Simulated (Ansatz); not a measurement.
# AlN: the cost of one run

Program: Ansatz 0.2.0. Level of theory: DFT LDA, frozen-core PAW, scalar-relativistic unless said. These are calculated values, not measurements.

1 further run of the same task is left out (it didn't finish).

### 1 The starting structure

The structure is cubic, space group F-43m (No. 216). Conventional cell: a = 4.368 Å, b = 4.368 Å, c = 4.368 Å, α = 90.00°, β = 90.00°, γ = 90.00°. Around Al (site symmetry -43m) lie 4 N at 1.89 Å. N (site symmetry -43m) is surrounded by 4 Al at 1.89 Å.

As a file:

```cif
data_structure
_symmetry_space_group_name_H-M 'P 1'
_symmetry_Int_Tables_number 1
_cell_length_a 3.0886
_cell_length_b 3.0886
_cell_length_c 3.0886
_cell_angle_alpha 60.000
_cell_angle_beta 60.000
_cell_angle_gamma 60.000
_cell_volume 20.83
loop_
_atom_site_label
_atom_site_type_symbol
_atom_site_fract_x
_atom_site_fract_y
_atom_site_fract_z
_atom_site_occupancy
Al1 Al 0.00000 0.00000 0.00000 1
N1 N 0.25000 0.25000 0.25000 1
```

Cartesian axes are those of the input's lattice vectors. The structure goes back to a database entry.

### 2 Cell and atoms relaxed, PAW

input.yaml reads:

```yaml
crystal:
  lattice:
    - [0.0, 2.1839935596, 2.1839935596]
    - [2.1839935596, 0.0, 2.1839935596]
    - [2.1839935596, 2.1839935596, 0.0]
  atoms:
    - { symbol: Al, position: [0.0, 0.0, 0.0] }
    - { symbol: "N", position: [0.25, 0.25, 0.25] }
kpoints:
  mp_grid: { grid: [14, 14, 14] }
scf:
  occupations: { method: fermi_dirac, width: 0.1 }
hamiltonian:
  xc: lda
  pseudopotentials: { kind: paw }
relax:
  f_tol: 0.002
  max_steps: 80
  cell: {}
output:
  forces: true
  stress: true
  write_density: true
  write_potential: true
  elf: true
  volumetric_format: npy
```

Launch:

```console
$ ansatz run input.yaml --threads 1 --pin off --max-ram 3072MiB --backend cpu --events-out ev --progress --plain --runs-dir out
```

Q: Estimate wall time and peak memory on 1 thread of Arm Neoverse N1, shared host.

About 20 s, with a peak of 0.3 GiB.
